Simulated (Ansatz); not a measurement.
# CH4BFTe: up Jacob's ladder to CCSD(T)

How much do the methods differ for CH4BFTe? The plan is to run it at one geometry with functionals of several rungs and with coupled cluster, and see how far each lands from CCSD(T) at the basis-set limit for the atomisation energy.

Program: Ansatz 0.2.0, Gaussian basis. Level of theory: functionals in def2-TZVPP, the program's frozen cores in correlated methods. These are calculated values, not measurements.

Plan: LDA (SPW92), PBE-D4, revPBE-D4, BLYP-D4, r2SCAN-D4, B97M-V, PBE0-D4, B3LYP-D4, r2SCANh-D4, r2SCAN0-D4, HSE06-D4, BHLYP-D4, CAM-B3LYP-D4, LC-ωPBE, ωB97X-V, ωB97M-V, B2PLYP, PBE-QIDH; CCSD(T)/def2-SVP; CCSD(T)/def2-TZVPP; MP2/def2-QZVPP; extrapolation to the limit; RPA on PBE.

## 1. The geometry

The geometry comes from an earlier relaxation with PBE0-D4 in a triple-zeta def2 set; it is a stationary point, not always the lowest conformer. Te takes the def2 core potential; no spin-orbit term is included.

SMILES `C[Te]BF`, 8 atoms, charge 0, spin multiplicity 1.

Atoms are counted from 1 here; the program's logs count them from 0.

Bond lengths: C1–Te2 2.143 Å, C1–H5 1.088 Å, C1–H6 1.087 Å, C1–H7 1.087 Å, Te2–B3 2.133 Å, B3–F4 1.321 Å, B3–H8 1.199 Å. Angles: Te2–C1–H5 107.9°, Te2–C1–H6 108.9°, Te2–C1–H7 109.0°, H5–C1–H6 110.2°, H5–C1–H7 110.3°, H6–C1–H7 110.4°, C1–Te2–B3 94.8°, Te2–B3–F4 120.4°, Te2–B3–H8 120.1°, F4–B3–H8 119.5°.

## 2. LDA

This LDA is Slater exchange with PW92 correlation.

Contents of in.yaml:

```yaml
crystal:
  periodic: [false, false, false]
  atoms:
    - {symbol: C, position_ang: [-0.644597, 1.095034, -0.588200]}
    - {symbol: Te, position_ang: [0.713072, 0.748588, 1.032948]}
    - {symbol: B, position_ang: [0.828415, -1.358453, 0.720359]}
    - {symbol: F, position_ang: [1.583975, -2.109517, 1.501423]}
    - {symbol: H, position_ang: [-0.869364, 0.134499, -1.047946]}
    - {symbol: H, position_ang: [-1.552883, 1.546388, -0.196754]}
    - {symbol: H, position_ang: [-0.172547, 1.756836, -1.310013]}
    - {symbol: H, position_ang: [0.206129, -1.870376, -0.167618]}
basis:
  gaussian: {orbitals: def2-TZVPP}
hamiltonian: {xc: lda}
output: {orbitals: {seedname: orbitals}}
```

Started as:

```bash
$ ansatz run in.yaml --threads 2 --pin off --events-out ev --progress --plain --max-ram 4352MiB
```

The runs that follow: PBE-D4 (GGA); revPBE-D4 (GGA); BLYP-D4 (GGA); r2SCAN-D4 (meta-GGA); B97M-V (meta-GGA); PBE0-D4 (hybrid); B3LYP-D4 (hybrid); r2SCANh-D4 (hybrid); r2SCAN0-D4 (hybrid); HSE06-D4 (hybrid); BHLYP-D4 (hybrid); CAM-B3LYP-D4 (range-separated); LC-ωPBE (range-separated); ωB97X-V (range-separated); ωB97M-V (range-separated); B2PLYP (double hybrid); PBE-QIDH (double hybrid); CCSD(T) in def2-SVP; CCSD(T) in def2-TZVPP; MP2 in def2-QZVPP; RPA on PBE orbitals.

**Question.** What will the summary of the whole plan be? Wanted: atomisation energy, CCSD(T)/CBS; farthest beyond LDA; mean size of error, GGA; mean size of error, meta-GGA; mean size of error, hybrid; mean size of error, range-separated; mean size of error, double hybrid; gap, smallest and largest; T1 diagnostic.

As calculated:

| quantity | value |
| --- | --- |
| atomisation energy, CCSD(T)/CBS | 29.752 eV |
| functionals within 0.298 eV (1.0 %) | revPBE-D4, BLYP-D4, r2SCAN-D4, B97M-V, PBE0-D4, B3LYP-D4, r2SCANh-D4, HSE06-D4, CAM-B3LYP-D4, ωB97X-V, ωB97M-V, PBE-QIDH |
| farthest beyond LDA | BHLYP-D4 (-0.938 eV) |
| mean size of error, GGA | 0.275 eV |
| mean size of error, meta-GGA | 0.037 eV |
| mean size of error, hybrid | 0.265 eV |
| mean size of error, range-separated | 0.149 eV |
| mean size of error, double hybrid | 0.282 eV |
| gap, smallest and largest | 3.81 eV (LDA (SPW92)), 10.35 eV (LC-ωPBE) |
| T1 diagnostic | 0.0130 |
| triples share of the correlation energy | 3.0 % |

**Reading.** The LDA atomisation energy is off by 4.275 eV (14 %): it overbinds. PBE-D4 is off by +0.593 eV. Double hybrids carry the basis error of their MP2 part in triple zeta, and no dispersion term here, so their miss is partly the set-up's. The rungs meta-GGA, range-separated, hybrid, GGA, double hybrid miss on average by less than the doubt on the reference (0.298 eV), so they tie. Misses under about 0.298 eV are within the doubt on the reference itself, which lacks core-valence correlation, spin-orbit coupling and higher excitations, and its outer-core shells are covered unevenly. All levels share the lack of spin-orbit coupling, which lowers the free heavy atoms and so the true binding. Hartree-Fock recovers 74 % of the binding; the rest is correlation. CCSD(T) in def2-SVP is off by -1.716 eV, more than most functionals: a good method in a small basis is no reference. The gap grows from 3.8 to 10.4 eV across the functionals, mostly with the share of exact exchange. Correlated methods include outer-core shells of Te, which these sets cover unevenly.
